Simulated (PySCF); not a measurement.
**Ga₂H₄Cl₂: geometry, electronic excitations**

Wanted: the electronic excitations of Ga₂H₄Cl₂ (`[Cl+]1[GaH2-][Cl+][GaH2-]1`), by calculation.

Computed with PySCF 2.14.0, with density-fitted response routines of our own, on a single molecule in the gas phase. Atoms are numbered from 0 throughout.

**1. The molecule as given**

8 atoms, charge 0, multiplicity 1; geometry from: GFN2-xTB. The atoms were then displaced at random by about 0.01 Å, so the start is not that level's minimum.

Bonds of the start (Å): Cl0–Ga1 2.26, Ga1–Cl2 2.29, Cl2–Ga3 2.24, Ga3–Cl0 2.27, Ga1–H4 1.55, Ga1–H5 1.56, Ga3–H6 1.56, Ga3–H7 1.56.

**2. Relaxing the molecule at PBE0-D3(BJ)/def2-SVP**

What the job is given:

```
{"job": {"xc": "PBE0", "basis": "def2-SVP", "d3": "d3bj", "grid": 1, "shake": 0.01, "kind": "geom"}, "charge": 0, "multiplicity": 1}
Cl     0.108270     0.088130    -1.594490
Ga     1.617600     0.108290     0.090490
Cl    -0.105190    -0.114250     1.581860
Ga    -1.587370    -0.108640    -0.103220
H      2.452080    -1.200000     0.037110
H      2.245100     1.528020     0.223670
H     -2.239150    -1.521910    -0.231980
H     -2.436220     1.201230    -0.055900
```

Command:

```
> OMP_NUM_THREADS=1 python probes_run.py task.json out
```

This one command runs all jobs of the session in turn.

**Question.** This job is followed by: TDDFT PBE0/def2-TZVPD, vertical, gas phase, core orbitals frozen in the response. Predict these results of the whole session: point group; rotational constants (main isotopes); lowest singlet (PBE0/def2-TZVPD); brightest single state of those computed; lowest triplet.

**Answer**, as computed:

| quantity | value |
| --- | --- |
| point group | D2h |
| rotational constants (main isotopes) | 2.50, 1.19, 0.83 GHz |
| lowest singlet (PBE0/def2-TZVPD) | 6.12 eV (203 nm), f = 0.000 |
| brightest single state of those computed | state 8, 7.52 eV, f = 0.097 |
| lowest triplet | 5.85 eV |

The start of the PBE0/def2-SVP relaxation was shaken at random by about 0.01 Å, so part of the energy gained, and of the first lengths quoted, undoes that. Relaxing lowered the energy by 0.276 eV in 9 steps; the close pair that moved most is Cl2–Ga3, from 2.244 to 2.371 Å. No frequency check was run at this level, so the end point may be a saddle. The first singlet state (HOMO→LUMO 0.98) lies at 6.12 eV and is dark; of the 10 states computed, the strongest absorption comes from states 9 to 10 together at 7.62 eV (the last computed, so partners may be missing). The lowest triplet lies 0.27 eV below the lowest singlet (triplets in Tamm-Dancoff, singlets in full TDDFT).
